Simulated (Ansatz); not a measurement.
**C₂H₆O₂Sn: a ladder of functionals and wavefunction methods**

How much do the methods differ for C₂H₆O₂Sn? The plan is to run it at one geometry with functionals of several rungs and with coupled cluster, and see how far each lands from CCSD(T) at the basis-set limit for the atomisation energy.

Method: functionals in def2-TZVPP, the program's frozen cores in correlated methods; program: Ansatz 0.2.0, Gaussian basis.

The runs, in order: LDA (SPW92), PBE-D4, revPBE-D4, BLYP-D4, r2SCAN-D4, B97M-V, PBE0-D4, B3LYP-D4, r2SCANh-D4, r2SCAN0-D4, HSE06-D4, BHLYP-D4, CAM-B3LYP-D4, LC-ωPBE, ωB97X-V, ωB97M-V, B2PLYP, PBE-QIDH; CCSD(T)/def2-SVP; CCSD(T)/def2-TZVPP; MP2/def2-QZVPP; extrapolation to the limit; RPA on PBE.

## (1) The geometry

All runs share one geometry, relaxed beforehand with PBE0-D4 in a triple-zeta def2 set. Sn takes the def2 core potential; no spin-orbit term is included.

SMILES `C[O][Sn][O]C`, 11 atoms, charge 0, spin multiplicity 1.

Atoms are counted from 1 here; the program's logs count them from 0.

Bond lengths: C1–O2 1.400 Å, C1–H6 1.096 Å, C1–H7 1.096 Å, C1–H8 1.097 Å, O2–Sn3 1.974 Å, Sn3–O4 1.974 Å, O4–C5 1.400 Å, C5–H9 1.097 Å, C5–H10 1.096 Å, C5–H11 1.096 Å. Angles: O2–C1–H6 112.9°, O2–C1–H7 109.3°, O2–C1–H8 111.2°, H6–C1–H7 107.8°, H6–C1–H8 107.8°, H7–C1–H8 107.6°, C1–O2–Sn3 135.1°, O2–Sn3–O4 103.0°, Sn3–O4–C5 135.1°, O4–C5–H9 111.2°, O4–C5–H10 109.3°, O4–C5–H11 112.9°, H9–C5–H10 107.6°, H9–C5–H11 107.8°, H10–C5–H11 107.8°.

## (2) LDA

This LDA is Slater exchange with PW92 correlation.

File in.yaml:

```yaml
crystal:
  periodic: [false, false, false]
  atoms:
    - {symbol: C, position_ang: [-0.653943, 1.413312, -0.780719]}
    - {symbol: O, position_ang: [0.479342, 1.037159, -1.510929]}
    - {symbol: Sn, position_ang: [1.653353, -0.549757, -1.552307]}
    - {symbol: O, position_ang: [1.089335, -1.562253, 0.046166]}
    - {symbol: C, position_ang: [0.275329, -1.294597, 1.152838]}
    - {symbol: H, position_ang: [-1.254211, 0.556648, -0.452409]}
    - {symbol: H, position_ang: [-1.291968, 2.048972, -1.404991]}
    - {symbol: H, position_ang: [-0.378163, 1.991700, 0.109856]}
    - {symbol: H, position_ang: [-0.755298, -1.626906, 0.976684]}
    - {symbol: H, position_ang: [0.656268, -1.841129, 2.022861]}
    - {symbol: H, position_ang: [0.245156, -0.230149, 1.413551]}
basis:
  gaussian: {orbitals: def2-TZVPP}
hamiltonian: {xc: lda}
output: {orbitals: {seedname: orbitals}}
```

Started as:

```
ansatz run in.yaml --threads 4 --pin off --events-out ev --progress --plain --max-ram 10444MiB
```

Further steps of the session: PBE-D4 (GGA); revPBE-D4 (GGA); BLYP-D4 (GGA); r2SCAN-D4 (meta-GGA); B97M-V (meta-GGA); B3LYP-D4 (hybrid); r2SCANh-D4 (hybrid); r2SCAN0-D4 (hybrid); HSE06-D4 (hybrid); BHLYP-D4 (hybrid); CAM-B3LYP-D4 (range-separated); LC-ωPBE (range-separated); ωB97X-V (range-separated); ωB97M-V (range-separated); B2PLYP (double hybrid); PBE-QIDH (double hybrid); CCSD(T) in def2-SVP; CCSD(T) in def2-TZVPP; MP2 in def2-QZVPP; RPA on PBE orbitals.

Before running them: what should the planned runs give, taken together? Wanted: atomisation energy, CCSD(T)/CBS; farthest beyond LDA; mean size of error, GGA; mean size of error, meta-GGA; mean size of error, hybrid; mean size of error, range-separated; mean size of error, double hybrid; gap, smallest and largest; T1 diagnostic.

**Answer**, as computed:

```
                               quantity                                                                                               value
        atomisation energy, CCSD(T)/CBS                                                                                           42.098 eV
    functionals within 0.421 eV (1.0 %)  revPBE-D4, BLYP-D4, r2SCAN-D4, B97M-V, PBE0-D4, B3LYP-D4, HSE06-D4, CAM-B3LYP-D4, ωB97X-V, ωB97M-V
                    farthest beyond LDA                                                                                BHLYP-D4 (-1.821 eV)
                mean size of error, GGA                                                                                            0.437 eV
           mean size of error, meta-GGA                                                                                            0.114 eV
             mean size of error, hybrid                                                                                            0.730 eV
    mean size of error, range-separated                                                                                            0.227 eV
      mean size of error, double hybrid                                                                                            0.711 eV
              gap, smallest and largest                                                           3.38 eV (LDA (SPW92)), 10.14 eV (LC-ωPBE)
                          T1 diagnostic                                                                                              0.0170
triples share of the correlation energy                                                                                               3.6 %
```

LDA overbinds by 6.474 eV (15 %). PBE-D4 is off by +0.840 eV. Double hybrids carry the basis error of their MP2 part in triple zeta, and no dispersion term here, so their miss is partly the set-up's. The rungs meta-GGA, range-separated miss on average by less than the doubt on the reference (0.421 eV), so they tie. Misses under about 0.421 eV are within the doubt on the reference itself, which lacks core-valence correlation, spin-orbit coupling and higher excitations, and its outer-core shells are covered unevenly. All levels share the lack of spin-orbit coupling, which lowers the free heavy atoms and so the true binding. Hartree-Fock recovers 69 % of the binding; the rest is correlation. CCSD(T) in def2-SVP is off by -2.816 eV, which most functionals beat. The gap grows from 3.4 to 10.1 eV across the functionals, mostly with the share of exact exchange. Correlated methods include outer-core shells of Sn, which these sets cover unevenly.
